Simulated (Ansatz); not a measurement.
# C2H2Br2: basis-set convergence

Aim: see how fast density functionals converge with the basis set for C2H2Br2.

The runs use Ansatz 0.2.0, Gaussian basis; one geometry, several basis sets.

Plan: PBE0-D4/def2-SVP; ωB97M-V/def2-SVP; PBE0-D4/def2-QZVPP; ωB97M-V/def2-QZVPP; the functionals' def2-TZVPP values are taken from earlier runs.

## Step 1: The geometry

An earlier PBE0-D4 in a triple-zeta def2 set relaxation fixed the geometry.

6 atoms, charge 0, spin multiplicity 1.

Atoms are counted from 1 here; the program's logs count them from 0.

Bond lengths: Br1–C2 1.864 Å, C2–C3 1.322 Å, C2–H5 1.082 Å, C3–Br4 1.864 Å, C3–H6 1.082 Å. Angles: Br1–C2–C3 125.6°, Br1–C2–H5 113.9°, C3–C2–H5 120.5°, C2–C3–Br4 125.6°, C2–C3–H6 120.5°, Br4–C3–H6 113.9°.

## Step 2: PBE0-D4 in def2-SVP

in.yaml

```yaml
crystal:
  periodic: [false, false, false]
  atoms:
    - {symbol: Br, position_ang: [0.526363, -2.116130, -0.196110]}
    - {symbol: C, position_ang: [0.627088, -0.274894, 0.077452]}
    - {symbol: C, position_ang: [-0.387451, 0.569764, 0.007520]}
    - {symbol: Br, position_ang: [-2.153013, 0.114572, -0.380720]}
    - {symbol: H, position_ang: [1.622514, 0.079874, 0.310054]}
    - {symbol: H, position_ang: [-0.235501, 1.626823, 0.181805]}
basis:
  gaussian: {orbitals: def2-SVP}
hamiltonian: {xc: pbe0, dispersion: d4}
output: {orbitals: {seedname: orbitals}}
```

Command:

```
$ ansatz run in.yaml --threads 2 --pin off --events-out ev --progress --plain --max-ram 22528MiB --backend cpu
```

The runs that follow: ωB97M-V in def2-SVP; PBE0-D4 in def2-QZVPP; ωB97M-V in def2-QZVPP.

Before running them: what should the planned runs give, taken together? Wanted: PBE0-D4: double and triple zeta above quadruple; ωB97M-V: double and triple zeta above quadruple.

The runs gave:

| quantity | value |
| --- | --- |
| PBE0-D4: double and triple zeta above quadruple | 22.32, 2.98 eV |
| ωB97M-V: double and triple zeta above quadruple | 22.23, 2.87 eV |

**Reading.** PBE0-D4 gains 19.34 eV from double to triple zeta, then 2.98 eV more. These are total energies; as a rule much of such shifts cancels in differences, which this series doesn't test.
